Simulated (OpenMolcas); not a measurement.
# Ir⁴⁺ among point charges: CASSCF and CASPT2 levels and susceptibility

How does a field of 6 point charges split the states of Ir⁴⁺, and what χT follows?

The numbers are computed with OpenMolcas 26.06 (state-averaged CASSCF and CASPT2, spin-orbit coupling by RASSI with atomic mean-field integrals), except any that are marked as measured or tabulated.

## 1. The atom as given

* Species: Ir⁴⁺ (iridium, Z = 77, 73 electrons)
* Basis: ANO-RCC-VDZP [7s6p4d2f], 59 functions
* Scalar Hamiltonian: DKH2, point nucleus
* Inactive shells: 1s 2s 2p 3s 3p 3d 4s 4p 4d 4f 5s 5p
* Active space: 5 electrons in 5 orbitals (5d)
* Some configurations of this space: 5d5
* Orbitals: optimised for each spin and parity, averaged over all roots

The outer shells:

5d5
```
5d [↑ ][↑ ][↑ ][↑ ][↑ ]
```

The ion sits among 6 point charges of -0.85 e arranged as an octahedron (Oh), 2.25 Å from the ion.

The work runs as a chain of OpenMolcas steps in one folder; each step below is one input file. Labels, J, g values, rates, χT and fits are worked out afterwards by a script from the matrices that RASSI stores. The input lists half of the charges; inversion (Group=XYZ) makes the rest.

## 2. GATEWAY and SEWARD: basis and integrals

File a.inp:

```
&GATEWAY
Coord
1

Ir 0.0 0.0 0.0
Basis=ANO-RCC-VDZP
Group=XYZ
NoMove
AngMom=0.0 0.0 0.0
AMFI
XField
3 Angstrom 0
2.250000 0.000000 0.000000 -0.850000
0.000000 2.250000 0.000000 -0.850000
0.000000 0.000000 2.250000 -0.850000
&SEWARD
```

## 3. Reference wave functions, sextets of even parity, 1 root

File a.inp:

```
&RASSCF
FileOrb=start.orb
Symmetry=1
Spin=6
nActEl=5 0 0
Inactive=15 19
Ras2=5 0
CIRoot=1 1 1
SDav=1
CIMx=300
Iter=120 100
PrWF=0.3
OrbListing=Nothing
MaxOrb=0
>>> COPY $Project.JobIph JOB001
```

start.orb holds the contracted functions of the basis, ordered by shell, or the orbitals of the step before.

## 4. CASSCF: quartets of even parity, 24 roots

File a.inp:

```
&RASSCF
FileOrb=start.orb
Symmetry=1
Spin=4
nActEl=5 0 0
Inactive=15 19
Ras2=5 0
CIRoot=24 24 1
SDav=24
CIMx=300
Iter=120 100
PrWF=0.3
OrbListing=Nothing
MaxOrb=0
>>> COPY $Project.JobIph JOB002
```

## 5. Reference wave functions, doublets of even parity, 75 roots

File a.inp:

```
&RASSCF
FileOrb=start.orb
Symmetry=1
Spin=2
nActEl=5 0 0
Inactive=15 19
Ras2=5 0
CIRoot=75 75 1
SDav=75
CIMx=300
Iter=120 100
PrWF=0.3
OrbListing=Nothing
MaxOrb=0
>>> COPY $Project.JobIph JOB003
```

## 6. State interaction with spin-orbit coupling

File a.inp:

```
&RASSI
NrOfJobIphs=3 1 24 75
1
1 2 3 4 5 6 7 8 9 10 11 12 13 14 15 16 17 18 19 20 21 22 23 24
1 2 3 4 5 6 7 8 9 10 11 12 13 14 15 16 17 18 19 20 21 22 23 24 25 26 27
28 29 30 31 32 33 34 35 36 37 38 39 40 41 42 43 44 45 46 47 48 49 50 51
52 53 54 55 56 57 58 59 60 61 62 63 64 65 66 67 68 69 70 71 72 73 74 75
IphNames
JOB001
JOB002
JOB003
EJob
SpinOrbit
DIPRint=1.0
SOCoupling=1000.0
Subsets=2
Property=9
'ANGMOM' 1 'ANGMOM' 2 'ANGMOM' 3 'MLTPL  1' 1 'MLTPL  1' 2 'MLTPL  1' 3
'AMFI' 1 'AMFI' 2 'AMFI' 3
SOProperty=3
'ANGMOM' 1 'ANGMOM' 2 'ANGMOM' 3
```

## 7. CASPT2: IPEA 0.25, imaginary shift 0.1 (closed shells correlated: 5s 5p)

File a.inp:

```
>>> COPY JOB001 $Project.JobIph
&CASPT2
Multistate=1 1
Frozen=14 16
IPEA=0.25
Imaginary=0.1
MaxIter=60
WThr=0.0 0.3 0.05
PrWF=0.5
NoMix
>>> COPY JOB002 $Project.JobIph
&CASPT2
Multistate=24 1 2 3 4 5 6 7 8 9 10 11 12 13 14 15 16 17 18 19 20 21 22
23 24
NoMult
Frozen=14 16
IPEA=0.25
Imaginary=0.1
MaxIter=60
WThr=0.0 0.3 0.05
PrWF=0.5
NoMix
>>> COPY JOB003 $Project.JobIph
&CASPT2
Multistate=75 1 2 3 4 5 6 7 8 9 10 11 12 13 14 15 16 17 18 19 20 21 22
23 24 25 26 27 28 29 30 31 32 33 34 35 36 37 38 39 40 41 42 43 44 45 46
47 48 49 50 51 52 53 54 55 56 57 58 59 60 61 62 63 64 65 66 67 68 69 70
71 72 73 74 75
NoMult
Frozen=14 16
IPEA=0.25
Imaginary=0.1
MaxIter=60
WThr=0.0 0.3 0.05
PrWF=0.5
NoMix
```

(Steps that only read results are left out.)

Q: Predict the outcome of this session. Wanted: spin-free ground state; lowest level; next level.

As calculated:

```
                 quantity                                                                        value
                   method  SS-CASPT2, IPEA 0.25, imaginary shift 0.1 (closed shells correlated: 5s 5p)
   spin-free ground state                                              6A1, 1-fold in its orbital part
             lowest level                                              2-fold Γ7, g = 3.21, 3.21, 3.21
               next level                                                                    43.3 cm⁻¹
              χT at 300 K                                                               4.07 cm³ K/mol
effective moment at 300 K                                                                      5.71 μB
```

Cost by method:

```
                                              method  time of its own steps  time with the reference
                                           A. CASSCF                   28 s                     28 s
B. SS-CASPT2, IPEA 0.25, imaginary shift 0.1, +5s 5p                  8.3 s                     36 s
```

Times are of one thread on a shared host.

The spin-free ground state (6A1) comes to 100 % from free-ion S terms and keeps the highest spin of the shell. χT at 300 K is 4.07, against 4.39 cm³ K/mol for the spin alone, as a half-filled shell (L = 0) has no orbital moment. An active space of the d shell alone favours high spin; real ions in strong fields can be low spin. A ligand-field fit to the states below 45000 cm-1 gives 10Dq = 1865 cm-1, B = 803 cm-1 and C = 3459 cm-1 (C/B = 4.31), with a deviation of 669 cm-1. CASPT2 does not keep the components of a term degenerate, and the means are used. The field of point charges can differ much from that of real complexes. With metal d orbitals alone active, the gaps between spin states are rough; where two lie within a few thousand cm-1, their order is open. Point charges carry no covalency, so the field is a model and not that of real ligands.
